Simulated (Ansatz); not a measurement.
# Si2Ni: further runs on the relaxed cell

One table from this session's results is given with a row withheld; the runs are named, their logs left out.

Computed with Ansatz 0.2.0 (DFT PBE, scalar-relativistic, plane waves, PAW, unless a step's input says otherwise).

1 further run of the same task is left out (set aside as unsound or not needed).

**The system as given**

It takes space group Fm-3m (No. 225, cubic). The conventional cell has a = 5.447 Å, b = 5.447 Å, c = 5.447 Å, α = 90.00°, β = 90.00°, γ = 90.00°. Around Si (site symmetry -43m) lie 4 Ni at 2.36 Å. Ni (site symmetry m-3m) is surrounded by 8 Si at 2.36 Å.

Structure file:

```cif
data_structure
_symmetry_space_group_name_H-M 'Fm-3m'
_symmetry_Int_Tables_number 225
_cell_length_a 5.4469
_cell_length_b 5.4469
_cell_length_c 5.4469
_cell_angle_alpha 90.000
_cell_angle_beta 90.000
_cell_angle_gamma 90.000
_cell_volume 161.60
loop_
_atom_site_label
_atom_site_type_symbol
_atom_site_symmetry_multiplicity
_atom_site_Wyckoff_symbol
_atom_site_fract_x
_atom_site_fract_y
_atom_site_fract_z
_atom_site_occupancy
Si1 Si 8 c 0.25000 0.75000 0.75000 1
Ni1 Ni 4 a 0.00000 0.00000 0.00000 1
```

It is the result of an earlier relaxation at this level (volume 13.47 Å³/atom; gap on the mesh: none (metal)).

The first run:

input.yaml reads:

```yaml
crystal:
  lattice:
    - [0.0, 2.7234321032, 2.7234321032]
    - [2.7234321032, 0.0, 2.7234321032]
    - [2.7234321032, 2.7234321032, 0.0]
  atoms:
    - { symbol: Si, position: [0.25, 0.25, 0.25] }
    - { symbol: Si, position: [0.75, 0.75, 0.75] }
    - { symbol: Ni, position: [0.0, 0.0, 0.0] }
basis:
  ecutwfc: 420
kpoints:
  mp_grid: { grid: [14, 14, 14] }
  band_path:
    path:
      - [[0.0, 0.0, 0.0], [0.5, 0.0, 0.5], [0.625, 0.25, 0.625]]
      - [[0.375, 0.375, 0.75], [0.0, 0.0, 0.0], [0.5, 0.5, 0.5], [0.5, 0.25, 0.75], [0.5, 0.0, 0.5]]
    npoints: 14
hamiltonian:
  xc: pbe
scf:
  occupations: { method: gaussian, width: 0.1 }
  n_extra_bands: 7
output:
  forces: true
  stress: true
  eigenvalues: true
  populations: true
  dos: { projected: true, de: 0.02, nscf_kmesh: { grid: [21, 21, 21] } }
  bader: true
  write_density: true
  write_potential: true
  elf: true
  volumetric_format: npy
```

On the command line:

```bash
$ ansatz run input.yaml --threads 1 --pin off --max-ram 2560MiB --backend cpu --events-out ev --progress --plain --runs-dir out
```

Among the steps run: Bands, states and charges; The cell as listed, for comparison; Volume × 0.97; Volume × 1.03; The cell scaled to 0.94 of its volume; Point at V/V0 = 1.06; The cell scaled to 0.91 of its volume; The cell scaled to 1.10 of its volume; The cell scaled to 0.88 of its volume.

One table of the session follows, with a row left open; its other results are not shown here.

It belongs to the step «Fit of the equation of state». 

```
volume (Å³/atom)  energy above the lowest point (meV/atom)  pressure (GPa)
          11.851                                     110.4           24.63
          12.255                                      58.5           16.79
          12.659                                      24.6           10.29
          13.063                                       5.8            4.73
          13.467                                       0.0            0.01
          13.871                                       5.2           -4.04
          14.275                                         ?               ?
          14.813                                      51.7          -11.19
```

Q: Estimate the row for volume (Å³/atom) = 14.275 from the others.

Worked estimate for «energy above the lowest point (meV/atom)». A straight line through the neighbours (13.871, 5.2) and (14.813, 51.7) gives 5.2 + (51.7 − 5.2) × (14.275 − 13.871) / (14.813 − 13.871) = 25.1; a parabola fitted to 3 rows on both sides gives 19.2.

As computed: energy above the lowest point (meV/atom): 19.8; pressure (GPa): -7.49. In «energy above the lowest point (meV/atom)» the line misses by +5.3 and the parabola by -0.6.

Limits of these values: The final runs have no spin polarisation, so no magnetic state was tried and one may lie lower.
